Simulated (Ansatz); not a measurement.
**C3H10Ge: vertical ionisation energy**

Aim: the vertical ionisation energy of C3H10Ge, as cation minus neutral at the neutral's geometry, on several levels, and how well −ε(HOMO) stands in for it.

Program: Ansatz 0.2.0, Gaussian basis. Level of theory: unrestricted cation, the program's frozen cores in correlated methods. These are calculated values, not measurements.

The runs, in order: UKS PBE-D4/def2-TZVPP; UKS r2SCAN-D4/def2-TZVPP; UKS PBE0-D4/def2-TZVPP; UKS B3LYP-D4/def2-TZVPP; UKS wB97X-V/def2-TZVPP; UKS wB97M-V/def2-TZVPP; UKS B2PLYP/def2-TZVPP; UHF-CCSD(T)/def2-TZVPP; UHF-MP2/def2-QZVPP; extrapolation to the limit; then −ε(HOMO) from the neutral's earlier runs with LDA (SPW92), PBE-D4, revPBE-D4, BLYP-D4, r2SCAN-D4, B97M-V, PBE0-D4, B3LYP-D4, r2SCANh-D4, r2SCAN0-D4, HSE06-D4, BHLYP-D4, CAM-B3LYP-D4, LC-ωPBE, ωB97X-V, ωB97M-V.

## 1. The relaxed structure

An earlier PBE0-D4 in a triple-zeta def2 set relaxation fixed the geometry.

14 atoms, charge 0, spin multiplicity 1.

Atoms are counted from 1 here; the program's logs count them from 0.

Bond lengths: C1–C2 1.523 Å, C1–H5 1.093 Å, C1–H6 1.095 Å, C1–H7 1.094 Å, C2–C3 1.523 Å, C2–Ge4 1.969 Å, C2–H8 1.096 Å, C3–H9 1.094 Å, C3–H10 1.093 Å, C3–H11 1.095 Å, Ge4–H12 1.541 Å, Ge4–H13 1.542 Å, Ge4–H14 1.541 Å. Angles: C2–C1–H5 112.1°, C2–C1–H6 110.8°, C2–C1–H7 111.2°, H5–C1–H6 107.6°, H5–C1–H7 107.6°, H6–C1–H7 107.2°, C1–C2–C3 111.7°, C1–C2–Ge4 110.8°, C1–C2–H8 108.8°, C3–C2–Ge4 110.8°, C3–C2–H8 108.8°, Ge4–C2–H8 105.7°, C2–C3–H9 111.2°, C2–C3–H10 112.1°, C2–C3–H11 110.8°, H9–C3–H10 107.6°, H9–C3–H11 107.2°, H10–C3–H11 107.6° and more.

## 2. Cation, UKS PBE-D4/def2-TZVPP

in.yaml reads:

```yaml
crystal:
  periodic: [false, false, false]
  atoms:
    - {symbol: C, position_ang: [-0.746704, 1.014728, -0.867626]}
    - {symbol: C, position_ang: [-0.335735, 0.139149, 0.308210]}
    - {symbol: C, position_ang: [0.869714, 0.711121, 1.041573]}
    - {symbol: Ge, position_ang: [0.015523, -1.705744, -0.283096]}
    - {symbol: H, position_ang: [-1.634214, 0.630773, -1.376733]}
    - {symbol: H, position_ang: [-0.970274, 2.033874, -0.534206]}
    - {symbol: H, position_ang: [0.056053, 1.085027, -1.608227]}
    - {symbol: H, position_ang: [-1.175888, 0.070316, 1.008595]}
    - {symbol: H, position_ang: [1.743020, 0.767210, 0.384263]}
    - {symbol: H, position_ang: [1.147166, 0.108795, 1.910178]}
    - {symbol: H, position_ang: [0.663950, 1.727450, 1.394501]}
    - {symbol: H, position_ang: [0.394369, -2.599614, 0.913472]}
    - {symbol: H, position_ang: [1.185489, -1.709657, -1.287723]}
    - {symbol: H, position_ang: [-1.225470, -2.302828, -0.974281]}
basis:
  gaussian: {orbitals: def2-TZVPP}
total_charge: 1
magnetization: {spin_polarized: true, initial_magnetization: 1}
hamiltonian: {xc: pbe, dispersion: d4}
```

Run with:

```sh
> ansatz run in.yaml --threads 2 --pin off --events-out ev --progress --plain --max-ram 32768MiB --backend cpu
```

Further steps of the session: Cation, UKS r2SCAN-D4/def2-TZVPP; Cation, UKS PBE0-D4/def2-TZVPP; Cation, UKS B3LYP-D4/def2-TZVPP; Cation, UKS wB97X-V/def2-TZVPP; Cation, UKS wB97M-V/def2-TZVPP; Cation, UKS B2PLYP (frozen core)/def2-TZVPP; Cation, UHF-CCSD(T)/def2-TZVPP; Cation, UHF-MP2/def2-QZVPP.

Before running them: what should the planned runs give, taken together? Wanted: ionisation energy, CCSD(T)/CBS; nearest functional by difference; nearest −ε(HOMO); −ε(HOMO) of PBE; T1 of the cation.

**Answer**, as computed:

| quantity | value |
| --- | --- |
| ionisation energy, CCSD(T)/CBS | 10.23 eV |
| nearest functional by difference | ωB97X-V (-0.22 eV) |
| nearest −ε(HOMO) | ωB97X-V (-0.01 eV) |
| −ε(HOMO) of PBE | 6.72 eV |
| T1 of the cation | 0.016 |

What this shows: By cation minus neutral, the functionals miss by 0.55 eV at most. −ε(HOMO) of PBE misses by 3.5 eV, since self-interaction lifts the level. Among orbital estimates ωB97X-V comes nearest. Hartree-Fock falls 1.01 eV short, as the neutral has more correlation energy than the cation. The cation may have settled in a state other than its lowest; no search over hole states beyond the program's own was made. Correlated methods include outer-core shells of Ge, which these sets cover unevenly. With outer-core shells in play the reference is unsure by up to some tenths of an eV, so close misses can't be ranked.
